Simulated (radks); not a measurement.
# Te⁺ in [Kr] 4d10 5s2 5p3: an all-electron calculation

Wanted: eigenvalues, radial structure and energy terms of the tellurium ion Te+.

Program: radks (a radial shooting solver on a logarithmic mesh, Libxc functionals) version 1. Level of theory: Dirac Kohn-Sham, BLYP, spin-unpolarised, spherical densities, finite nucleus; open shells are shared between the two j in proportion to 2j + 1. These are calculated values, not measurements, unless marked.

**1. What is computed**

| Item | Value |
| --- | --- |
| element | tellurium (Z = 52) |
| charge | +1 |
| electrons | 51 |
| configuration | [Kr] 4d10 5s2 5p3 |
| nuclear rms radius | 4.7423 fm |

Outer shells as boxes (Hund's rule):

Te⁺
```
[Kr] core
4d [↑↓][↑↓][↑↓][↑↓][↑↓]
5s [↑↓]
5p [↑ ][↑ ][↑ ]
```

**2. The calculation**

Settings of this run:

```text
Z 52
configuration [Kr] 4d10 5s2 5p3
relativity Dirac
functional b88,lyp
spin unpolarised
j_filling average
nucleus finite rms 4.7423 fm
c 137.035999084
```

Launch:

```sh
> python run_ks.py task.json out
```

All runs below come from this command, one after another.

**Question.** What will this run give?

The runs gave:

```
                        quantity                   value
                    total energy     -6796.89820 hartree
exchange-correlation share of it                  2.60 %
                            −T/E                  1.0575
          highest occupied level       5p3/2, -13.252 eV
    most extended occupied level  5p3/2, <r> = 2.52 bohr
 radius at density 0.001 e/bohr³               4.27 bohr
    maxima of the radial density                       4
         ionisation energy, NIST          18.6 (exp.) eV
```

What this shows: The radial density shows 4 maxima for 5 occupied principal shells; where shells overlap, one shows as a shoulder or not at all. −T/E is 1.058: with relativity the kinetic term as defined here no longer equals −E. Minus the highest eigenvalue, 13.252 eV, is 71 % of the tabulated ionisation energy (18.6 eV); the potential of a semilocal functional falls off too fast, so its top eigenvalue is too shallow. Spin polarisation and multiplet splitting are left out. Sharing an open shell by 2j + 1 raises it above the true ground level by a part of the spin-orbit splitting, which enters the differences from NIST.
